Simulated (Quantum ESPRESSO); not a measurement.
Here is a Quantum ESPRESSO 7.5 calculation.

pw.in

```
&CONTROL
  calculation = 'vc-relax'
  prefix = 'pwscf'
  outdir = './tmp'
  pseudo_dir = './pseudo'
  tprnfor = .true.
  tstress = .true.
  disk_io = 'low'
  nstep = 40
  forc_conv_thr = 0.0004
  etot_conv_thr = 1d-05
/
&SYSTEM
  ibrav = 0
  nat = 1
  ntyp = 1
  ecutwfc = 45
  ecutrho = 360
  nbnd = 12
  occupations = 'smearing'
  smearing = 'mp'
  degauss = 0.00734986
/
&ELECTRONS
  conv_thr = 2d-10
  electron_maxstep = 120
  mixing_beta = 0.5
/
&IONS
  ion_dynamics = 'bfgs'
/
&CELL
  cell_dynamics = 'bfgs'
  press = 0
  press_conv_thr = 0.3
/
ATOMIC_SPECIES
Ti    47.8670 ti_pbesol_v1.4.uspp.F.UPF
CELL_PARAMETERS angstrom
   0.0000000000    2.0500000000    2.0500000000
   2.0500000000    0.0000000000    2.0500000000
   2.0500000000    2.0500000000    0.0000000000
ATOMIC_POSITIONS crystal
Ti     0.0000000000    0.0000000000    0.0000000000
K_POINTS automatic
16 16 16 0 0 0
```

Potentials or basis: GBRV 1.5 PBEsol.

The run is started by

```console
$ OMP_NUM_THREADS=1 pw.x -in pw.in > pw.out
```

Question: Predict the space group after relaxing (to 0.05 Å).

Answer: Fm-3m (No. 225).

Question: Predict the band gap on the k mesh.

Answer: None (metal or under the smearing width).

Step by step:
```
step  energy change (eV)  largest force (eV/Å)  pressure (GPa)  volume (Å³)
   1              0.0000                0.0000           -3.51        17.23
   2             -0.0049                0.0000           -1.62        16.92
   3             -0.0062                0.0000            0.07        16.67
   4             -0.0062                0.0000            0.00        16.68
```
